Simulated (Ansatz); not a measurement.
# SnHF3 (SMILES [F][SnH]([F])[F]): a rigid scan of the angle F4–Sn2–F1

The task here is to estimate one member of a computed series from the others.

Program: Ansatz 0.2.0, Gaussian basis. Level of theory: single points in def2-TZVPP. These are calculated values, not measurements.

Levels: PBE-D4, r2SCAN-D4, PBE0-D4, B3LYP-D4, wB97M-V, Hartree-Fock, MP2, CCSD, CCSD(T). The scan takes 81.0, 87.0, 93.0, 99.0, 105.0, 111.0, 117.0, 123.0, 129.0°.

Correlated methods freeze the cores. Filled d shells of the heavier atoms are correlated. Core potentials replace the inner electrons past krypton, and spin-orbit coupling is left out. B3LYP uses VWN-RPA correlation.

18 further runs of the same task are left out: 18 set aside as unsound or not needed.

### The system as given

SMILES `[F][SnH]([F])[F]`, 5 atoms, charge 0, spin multiplicity 1.

Atoms are counted from 1 here; the program's logs count them from 0.

Bond lengths: F1–Sn2 1.959 Å, Sn2–F3 1.961 Å, Sn2–F4 1.905 Å, Sn2–H5 1.759 Å. Angles: F1–Sn2–F3 111.3°, F1–Sn2–F4 110.3°, F1–Sn2–H5 108.3°, F3–Sn2–F4 109.8°, F3–Sn2–H5 110.1°, F4–Sn2–H5 106.9°.

Geometry (Å):

| atom | x (Å) | y (Å) | z (Å) |
| --- | --- | --- | --- |
| F1 | -0.2612 | -0.5928 | 1.8365 |
| Sn2 | 0.0266 | -0.0072 | -0.0103 |
| F3 | -0.7924 | 1.7441 | -0.3380 |
| F4 | -0.6827 | -1.2888 | -1.2288 |
| H5 | 1.7596 | 0.0711 | -0.3007 |

The first run:

pre/in.yaml reads:

```yaml
crystal:
  periodic: [false, false, false]
  atoms:
    - {symbol: F, position_ang: [-0.261200, -0.592800, 1.836500]}
    - {symbol: Sn, position_ang: [0.026600, -0.007200, -0.010300]}
    - {symbol: F, position_ang: [-0.792400, 1.744100, -0.338000]}
    - {symbol: F, position_ang: [-0.682700, -1.288800, -1.228800]}
    - {symbol: H, position_ang: [1.759600, 0.071100, -0.300700]}
basis:
  gaussian: {orbitals: def2-SVP}
hamiltonian: {xc: pbe, dispersion: d4}
relax: {f_tol: 0.03, max_steps: 250}
```

No record of the launch command was kept for these runs.

Among the steps run: A first relaxation in a small basis; Finding the minimum; The minimum at every level; F4–Sn2–F1 = 81.0°; F4–Sn2–F1 = 87.0°; F4–Sn2–F1 = 93.0°; F4–Sn2–F1 = 99.0°; F4–Sn2–F1 = 105.0°; F4–Sn2–F1 = 111.0°; F4–Sn2–F1 = 117.0°; F4–Sn2–F1 = 123.0°; F4–Sn2–F1 = 129.0°.

One table of the session follows, with a row left open; its other results are not shown here.

Energies less that of the minimum at the same level (eV):

| angle (°) | PBE-D4 | PBE0-D4 | B3LYP-D4 | wB97M-V | Hartree-Fock |
| --- | --- | --- | --- | --- | --- |
| 81.0 | 0.415 | 0.433 | 0.434 | 0.434 | 0.498 |
| 87.0 | ? | ? | ? | ? | ? |
| 93.0 | 0.090 | 0.094 | 0.094 | 0.094 | 0.108 |
| 99.0 | 0.021 | 0.022 | 0.022 | 0.022 | 0.026 |
| 105.0 (minimum) | 0.000 | 0.000 | 0.000 | 0.000 | 0.000 |
| 105.0 | 0.000 | 0.000 | 0.000 | 0.000 | 0.000 |
| 111.0 | 0.019 | 0.021 | 0.021 | 0.022 | 0.025 |
| 117.0 | 0.075 | 0.081 | 0.081 | 0.083 | 0.095 |
| 123.0 | 0.164 | 0.177 | 0.177 | 0.181 | 0.208 |
| 129.0 | 0.286 | 0.308 | 0.308 | 0.314 | 0.361 |

**Question.** Estimate the row for angle (°) = 87.0.

Worked estimate for «PBE-D4». A straight line through the neighbours (81.0, 0.415) and (93.0, 0.090) gives 0.415 + (0.090 − 0.415) × (87.0 − 81.0) / (93.0 − 81.0) = 0.253; a parabola fitted to 3 rows on both sides gives 0.221.

**Answer.** PBE-D4: 0.215; PBE0-D4: 0.224; B3LYP-D4: 0.225; wB97M-V: 0.225; Hartree-Fock: 0.260. In «PBE-D4» the line misses by +0.038 and the parabola by +0.006.

Caveats from the session: A polynomial through the near points puts the CCSD(T) minimum 0.1° below the PBE0-D4 value.
